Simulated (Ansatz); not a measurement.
# GeH3O2 (SMILES [O][GeH2][OH]): UPBE/cc-pVDZ

What is the energy change on altering one bond length of GeH3O2 at UPBE/cc-pVDZ? 

The results are computed with Ansatz 0.2.0.

55 further runs of the same task are left out: 55 set aside as unsound or not needed. Runs told in other sessions of the task aren't counted.

### 1 The structure to begin with

The species is GeH3O2 (6 atoms), meant as a doublet with charge 0. As SMILES, `[O][GeH2][OH]`. The shape is that of a PBE0-D4/def2-TZVP optimisation. This is one conformer, not always the lowest.

Bond lengths: O1–Ge2 1.790 Å, Ge2–O3 1.768 Å, Ge2–H4 1.539 Å, Ge2–H5 1.528 Å, O3–H6 0.960 Å. Angles: O1–Ge2–O3 111.6°, O1–Ge2–H4 102.2°, O1–Ge2–H5 109.7°, O3–Ge2–H4 112.1°, O3–Ge2–H5 104.9°, Ge2–O3–H6 113.3°, H4–Ge2–H5 116.5°.

### 2 The energy at UPBE/cc-pVDZ

The input, input.yaml:

```yaml
crystal:
  periodic: [false, false, false]
  atoms:
    - {symbol: O, position_ang: [-1.694000, -0.455900, 0.556900]}
    - {symbol: Ge, position_ang: [-0.249900, 0.168600, -0.295800]}
    - {symbol: O, position_ang: [1.186300, 0.124100, 0.735000]}
    - {symbol: H, position_ang: [-0.134800, -0.795800, -1.489800]}
    - {symbol: H, position_ang: [-0.447300, 1.647000, -0.628900]}
    - {symbol: H, position_ang: [1.381600, -0.751900, 1.076400]}
basis:
  gaussian: {orbitals: cc-pVDZ}
magnetization: {spin_polarized: true, initial_magnetization: 1}
hamiltonian: {xc: pbe}
accuracy: high
output: {orbitals: {seedname: orbitals}}
```

Command:

```
$ ansatz run input.yaml --threads 1 --pin off --max-ram 2610MiB --events-out events.jsonl --progress --plain --runs-dir runs
```

What it wrote:

```text
Warning: RAYON_NUM_THREADS=1 ignored (pool sized by the plan → 1); use --threads N
Functional definition: PBE
  name "PBE"
  parameter kappa = 0.804
  parameter beta = 0.06672455060314922
  exchange = pbe_x(kappa = kappa, mu = beta*pi^2/3)
  correlation = pbe_c(beta = beta)
1529 factors; integrals over basis functions are off by at most 4.5e-9 eV
mean field evaluation 1: about -60636.7004 eV, gradient 4.9e1 eV
mean field evaluation 2: about -60544.0657 eV, gradient 1.4e2 eV
mean field evaluation 4: about -60640.9400 eV, gradient 3.3e1 eV
mean field evaluation 8: about -60645.8822 eV, gradient 5.0e-1 eV
mean field evaluation 16: about -60645.8825 eV, gradient 4.8e-3 eV
mean field evaluation 32: about -60645.8825 eV, gradient 2.2e-8 eV
mean field -60645.88250975 eV, -2228.6950749777 hartree, gradient 2.2e-8 eV, S^2 0.752891; 4 other end points of the search recorded, 0 dependent functions left out
reference -60645.88251278 eV, -2228.6950750892 hartree; 26, 25 occupied and 44, 45 virtual orbitals, 1529 factors
Total energy: -60645.88251278 eV, -2228.6950750892 hartree
```

Run time: 5.1 s. Hardware: 1 thread of AMD EPYC 9R45 (Zen 5), shared host; peak memory 0.23 GiB.

### 3 The distorted shape, same level

The input, molecule.yaml:

```yaml
basis:
  gaussian: {orbitals: cc-pVDZ}
crystal:
  periodic: [false, false, false]
  atoms:
    - {symbol: O, position_ang: [-3.417476, -0.402499, -0.680086]}
    - {symbol: Ge, position_ang: [-1.973376, 0.222001, -1.532786]}
    - {symbol: O, position_ang: [1.186300, 0.124100, 0.735000]}
    - {symbol: H, position_ang: [-1.858276, -0.742399, -2.726786]}
    - {symbol: H, position_ang: [-2.170776, 1.700401, -1.865886]}
    - {symbol: H, position_ang: [1.381600, -0.751900, 1.076400]}
output: {orbitals: {seedname: orbitals}}
hamiltonian: {xc: pbe}
magnetization: {spin_polarized: true, initial_magnetization: 1}
accuracy: high
```

Command:

```
$ ansatz run molecule.yaml --threads 1 --pin off --max-ram 2610MiB --events-out events.jsonl --progress --plain --runs-dir runs
```

What it wrote, cut to the lines that bear on the results:

```text
Warning: RAYON_NUM_THREADS=1 ignored (pool sized by the plan → 1); use --threads N
Functional definition: PBE
  name "PBE"
[...]
1417 factors; integrals over basis functions are off by at most 1.3e-8 eV
[...]
mean field -60642.53456070 eV, -2228.5720401193 hartree, gradient 1.1e-8 eV, S^2 0.754687; 10 other end points of the search recorded, 0 dependent functions left out
reference -60642.53456405 eV, -2228.5720402424 hartree; 26, 25 occupied and 44, 45 virtual orbitals, 1417 factors
Total energy: -60642.53456405 eV, -2228.5720402424 hartree
```

Wall time 9 s (1 thread of AMD EPYC 9R45 (Zen 5), shared host); peak memory 0.22 GiB.

### 4 Summary of results

At UPBE/cc-pVDZ:

```
                                                          quantity           value
                                         first shape: total energy  -2228.69508 Eh
                   first shape: HOMO energy (highest over α and β)        -6.51 eV
                    first shape: LUMO energy (lowest over α and β)        -5.72 eV
                                                 first shape: ⟨S²⟩           0.753
                                     distorted shape: total energy  -2228.57204 Eh
               distorted shape: HOMO energy (highest over α and β)        -5.67 eV
                distorted shape: LUMO energy (lowest over α and β)        -5.65 eV
                                             distorted shape: ⟨S²⟩           0.755
energy change with the Ge2–O3 bond stretched from 1.768 to 3.891 Å        3.348 eV
```

In words: With the Ge2–O3 bond stretched from 1.768 to 3.891 Å the energy rises by 3.35 eV (77 kcal/mol). The first shape isn't relaxed at this level, so the change isn't measured from a minimum.
